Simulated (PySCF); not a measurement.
**C₅H₇ClO₂: electronic excitations**

Wanted: the electronic excitations of C₅H₇ClO₂ (`C/C=C(/OC)C(=O)Cl`), by calculation.

The runs use PySCF 2.14.0, with density-fitted response routines of our own; the level of theory stands in each step. All values are computed, except where a source is named. Atoms count from 0, in the outputs and in this text.

### Step 1. The molecule as given

15 atoms, charge 0, multiplicity 1; geometry from: GFN2-xTB.

Bonds of the start (Å): C0–C1 1.49, C1–C2 1.35, C2–O3 1.36, O3–C4 1.41, C2–C5 1.47, C5–O6 1.19, C5–Cl7 1.76, C0–H8 1.09, C0–H9 1.09, C0–H10 1.09, C1–H11 1.08, C4–H12 1.09, C4–H13 1.09, C4–H14 1.09.

### Step 2. TDDFT and polarisability: B3LYP/def2-SVPD

Job settings and geometry (Å):

```
{"job": {"kind": "uv", "xc": "B3LYP", "basis": "def2-SVPD", "nstates": 8, "ntriplets": 3}, "charge": 0, "multiplicity": 1}
C     -1.893067    -1.027309    -0.071244
C     -0.443249    -0.702285     0.002162
C      0.074554     0.540976    -0.019729
O      1.397023     0.858355     0.045441
C      2.334599    -0.184564     0.147607
C     -0.796764     1.717692    -0.122584
O     -1.988137     1.736209    -0.171719
Cl     0.107874     3.227591    -0.173499
H     -2.423771    -0.615205     0.786684
H     -2.348080    -0.580181    -0.954007
H     -2.040358    -2.103222    -0.096174
H      0.228333    -1.544368     0.081689
H      3.307262     0.302511     0.185886
H      2.294442    -0.847579    -0.722739
H      2.184927    -0.770630     1.060315
```

With the program's defaults for keys left out, this is: TDDFT B3LYP/def2-SVPD, vertical, gas phase, core orbitals frozen in the response.

The run is started by

```
$ OMP_NUM_THREADS=1 python probes_run.py task.json out
```

This one command runs all jobs of the session in turn.

Predict these results of the whole session: lowest singlet (B3LYP/def2-SVPD); brightest single state of those computed; lowest triplet; surface potential, 1st and 99th percentile.

As calculated:

```
                                quantity                        value
        lowest singlet (B3LYP/def2-SVPD)  4.38 eV (283 nm), f = 0.001
brightest single state of those computed  state 2, 4.51 eV, f = 0.146
                          lowest triplet                      2.91 eV
   surface potential, 1st and 99th percentile           -1.37 V and 1.26 V
```

The lowest singlet, at 4.38 eV, is HOMO−1→LUMO 0.94 and is weak; of the 8 states computed, the strongest absorption comes from state 2 at 4.51 eV (the last state computed is bright too, and its partners may lie past the list). The lowest triplet lies 1.46 eV below the lowest singlet (triplets in Tamm-Dancoff, singlets in full TDDFT). By nearest atom (B3LYP/def2-SVPD), the HOMO sits on C1 29 %; O3 27 % and the LUMO on C5 30 %; C1 21 %.
